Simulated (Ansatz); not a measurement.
# BaZnF2: the cost of one run

Program: Ansatz 0.2.0. Level of theory: DFT PBE, scalar-relativistic, plane waves, PAW. These are calculated values, not measurements.

**1. The system as given**

It takes space group P4/mmm (No. 123, tetragonal). The conventional cell has a = 3.341 Å, b = 3.341 Å, c = 4.768 Å, α = 90.00°, β = 90.00°, γ = 90.00°. Ba (site symmetry 4/mmm) has 4 F at 1.67 Å as nearest neighbours. Zn (site symmetry 4/mmm) is surrounded by 2 Ba at 2.38 Å. F (site symmetry mmm) has 2 Ba at 1.67 Å as nearest neighbours.

Coordinates:

```
CELL_PARAMETERS angstrom
3.34119 0.00000 0.00000
0.00000 3.34119 0.00000
0.00000 0.00000 4.76790
ATOMIC_POSITIONS crystal
Ba 0.50000 0.50000 0.00000
Zn 0.50000 0.50000 0.50000
F 0.50000 0.00000 0.00000
F 0.00000 0.50000 0.00000
```

A structure generator made this guess: random cell by space group and Wyckoff sites (P4/mmm, No. 123). The dimensions are guesses.

**2. A first look at the guess**

File input.yaml:

```yaml
crystal:
  lattice:
    - [3.34118795, 0.0, 0.0]
    - [0.0, 3.34118795, 0.0]
    - [0.0, 0.0, 4.76789617]
  atoms:
    - { symbol: Ba, position: [0.5, 0.5, 0.0] }
    - { symbol: Zn, position: [0.5, 0.5, 0.5] }
    - { symbol: F, position: [0.5, 0.0, 0.0] }
    - { symbol: F, position: [0.0, 0.5, 0.0] }
basis:
  ecutwfc: 420
kpoints:
  mp_grid: { grid: [6, 6, 4] }
hamiltonian:
  xc: pbe
scf:
  occupations: { method: gaussian, width: 0.1 }
  lower_state_search: "off"
output:
  forces: true
  stress: true
  eigenvalues: true
```

Run with:

```console
$ ansatz run input.yaml --threads 1 --pin off --max-ram 2560MiB --backend cpu --events-out ev --progress --plain --runs-dir out
```

Q: Estimate wall time and peak memory on 1 thread of Arm Neoverse V1, shared host.

About 3.5 s, with a peak of 0.34 GiB.
